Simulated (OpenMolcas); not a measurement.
# Cr⁴⁺ among point charges: CASSCF and CASPT2 levels and susceptibility

Aim: the splitting of the states of Cr⁴⁺ in the field of 4 point charges, its lowest levels with spin-orbit coupling and its magnetic susceptibility.

The numbers are computed with OpenMolcas 26.06 (state-averaged CASSCF and CASPT2, spin-orbit coupling by RASSI with atomic mean-field integrals), except any that are marked as measured or tabulated.

## Step 1: Starting point

```
Species                           : Cr⁴⁺ (chromium, Z = 24, 20 electrons)
Basis                             : ANO-RCC-VDZP [5s4p2d1f], 34 functions
Scalar Hamiltonian                : DKH2, point nucleus
Inactive shells                   : 1s 2s 2p 3s 3p
Active space                      : 2 electrons in 5 orbitals (3d)
Some configurations of this space : 3d2
Orbitals                          : optimised for each spin and parity, averaged over all roots
```

Outer shells as boxes (Hund's rule):

3d2
```
3d [↑ ][↑ ][  ][  ][  ]
```

The ion sits among 4 point charges of -1.62 e arranged as a tetrahedron (Td), 1.9 Å from the ion.

Each step is its own input file, run in one work folder so that later steps find the files of earlier ones. Labels, J, g values, rates, χT and fits are worked out afterwards by a script from the matrices that RASSI stores.

## Step 2: GATEWAY and SEWARD: basis and integrals

a.inp

```
&GATEWAY
Coord
1

Cr 0.0 0.0 0.0
Basis=ANO-RCC-VDZP
Group=NoSym
NoMove
AngMom=0.0 0.0 0.0
AMFI
XField
4 Angstrom 0
1.096966 1.096966 1.096966 -1.620000
1.096966 -1.096966 -1.096966 -1.620000
-1.096966 1.096966 -1.096966 -1.620000
-1.096966 -1.096966 1.096966 -1.620000
&SEWARD
```

Command:

```
$ OMP_NUM_THREADS=1 MOLCAS_MEM=1689 MOLCAS_PROJECT=a pymolcas a.inp > a.log
```

## Step 3: Reference wave functions, triplets, 10 roots

a.inp

```
&RASSCF
FileOrb=start.orb
Symmetry=1
Spin=3
nActEl=2 0 0
Inactive=9
Ras2=5
CIRoot=10 10 1
SDav=10
CIMx=300
Iter=120 100
PrWF=0.3
OrbListing=Nothing
MaxOrb=0
>>> COPY $Project.JobIph JOB001
```

start.orb holds the contracted functions of the basis, ordered by shell, or the orbitals of the step before.

## Step 4: CASSCF: singlets, 15 roots

a.inp

```
&RASSCF
FileOrb=start.orb
Symmetry=1
Spin=1
nActEl=2 0 0
Inactive=9
Ras2=5
CIRoot=15 15 1
SDav=15
CIMx=300
Iter=120 100
PrWF=0.3
OrbListing=Nothing
MaxOrb=0
>>> COPY $Project.JobIph JOB002
```

## Step 5: RASSI: spin-orbit coupling between the states

a.inp

```
&RASSI
NrOfJobIphs=2 10 15
1 2 3 4 5 6 7 8 9 10
1 2 3 4 5 6 7 8 9 10 11 12 13 14 15
IphNames
JOB001
JOB002
EJob
SpinOrbit
DIPRint=1.0
SOCoupling=1000.0
Subsets=2
Property=9
'ANGMOM' 1 'ANGMOM' 2 'ANGMOM' 3 'MLTPL  1' 1 'MLTPL  1' 2 'MLTPL  1' 3
'AMFI' 1 'AMFI' 2 'AMFI' 3
SOProperty=3
'ANGMOM' 1 'ANGMOM' 2 'ANGMOM' 3
```

## Step 6: CASPT2: IPEA 0.25, imaginary shift 0.1 (closed shells correlated: 3s 3p)

a.inp

```
>>> COPY JOB001 $Project.JobIph
&CASPT2
Multistate=10 1 2 3 4 5 6 7 8 9 10
NoMult
Frozen=5
IPEA=0.25
Imaginary=0.1
MaxIter=60
WThr=0.0 0.3 0.05
PrWF=0.5
NoMix
>>> COPY JOB002 $Project.JobIph
&CASPT2
Multistate=15 1 2 3 4 5 6 7 8 9 10 11 12 13 14 15
NoMult
Frozen=5
IPEA=0.25
Imaginary=0.1
MaxIter=60
WThr=0.0 0.3 0.05
PrWF=0.5
NoMix
```

(Steps that only read results are left out.)

Q: Predict the outcome of this session. Wanted: spin-free ground state; first state of the same spin within the active space; lowest level; next level.

**Answer**, as computed:

| quantity | value |
| --- | --- |
| method | SS-CASPT2, IPEA 0.25, imaginary shift 0.1 (closed shells correlated: 3s 3p) |
| spin-free ground state | 3A2, 1-fold in its orbital part |
| first state of the same spin within the active space | 3T2 at 599 cm⁻¹ |
| lowest level | 3-fold T2 |
| next level | 742.4 cm⁻¹ |
| χT at 300 K | 0.54 cm³ K/mol |
| effective moment at 300 K | 2.07 μB |

Cost by method:

```csv
method,time of its own steps,time with the reference
A. CASSCF,5.3 s,5.3 s
"B. SS-CASPT2, IPEA 0.25, imaginary shift 0.1, +3s 3p",2.3 s,7.5 s
```

Times are of one thread on a shared host.

What this shows: The spin-free ground state (3A2) comes to 100 % from free-ion F terms and keeps the highest spin of the shell. χT at 300 K is 0.54, against 1.00 cm³ K/mol for the spin alone, so spin-orbit coupling lowers it. CASPT2 does not keep the components of a term degenerate, and the means are used. The field of point charges can differ much from that of real complexes. Point charges carry no covalency, so the field is a model and not that of real ligands.
